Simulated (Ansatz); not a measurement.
# BBi: a single-point run

Wanted: a converged single-point run for BBi, and a check of what comes out. The structure is shown as the input types it. The cell is built on a prototype (rocksalt) and needn't be the phase found in nature.

Computed with Ansatz 0.2.0 (density functional or hybrid calculation with the settings of its input, plane waves (as first typed), unless a step's input says otherwise).

7 further runs of the same task are left out: 7 that didn't finish.

**1. The starting structure**

Symmetry: Fm-3m, No. 225, cubic system. The conventional cell has a = 5.254 Å, b = 5.254 Å, c = 5.254 Å, α = 90.00°, β = 90.00°, γ = 90.00°. B (site symmetry m-3m) has 6 Bi at 2.63 Å as nearest neighbours. Bi (site symmetry m-3m) has 6 B at 2.63 Å as nearest neighbours.

Structure file:

```xyz
2
Lattice="0.0000 2.6268 2.6268 2.6268 0.0000 2.6268 2.6268 2.6268 0.0000" Properties=species:S:1:pos:R:3 pbc="T T T"
B     0.0000    0.0000    0.0000
Bi    2.6268    2.6268    2.6268
```

**2. Running it**

File input.yaml:

```yaml
crystal:
  lattice:
    - [0.0, 2.6268329169, 2.6268329169]
    - [2.6268329169, 0.0, 2.6268329169]
    - [2.6268329169, 2.6268329169, 0.0]
  atoms:
    - { symbol: B, position: [0.0, 0.0, 0.0] }
    - { symbol: Bi, position: [0.5, 0.5, 0.5] }
kpoints:
  mp_grid: { grid: [6, 6, 6] }
hamiltonian:
  xc: pbesol
scf:
  occupations: { method: fermi_dirac, width: 0.02 }
  n_extra_bands: 4
  max_iter: 99
output:
  forces: true
  stress: true
  eigenvalues: true
basis:
  ecutwfc: 40
```

On the command line:

```bash
ansatz run input.yaml --threads 4 --pin off --max-ram 3686MiB --backend cpu --events-out ev --progress --plain --runs-dir out
```

What happens when this is run?

The program finished normally, with warnings (cutoff below recommended). It gives a pressure of -631 GPa, which is large.

The suspect setting: basis.ecutwfc is 40. The basis cutoff is far too low: the plane waves can't represent the orbitals near the cores. The potentials' recommended cutoff is 420 eV.

The test: delete basis.ecutwfc (the default then holds).
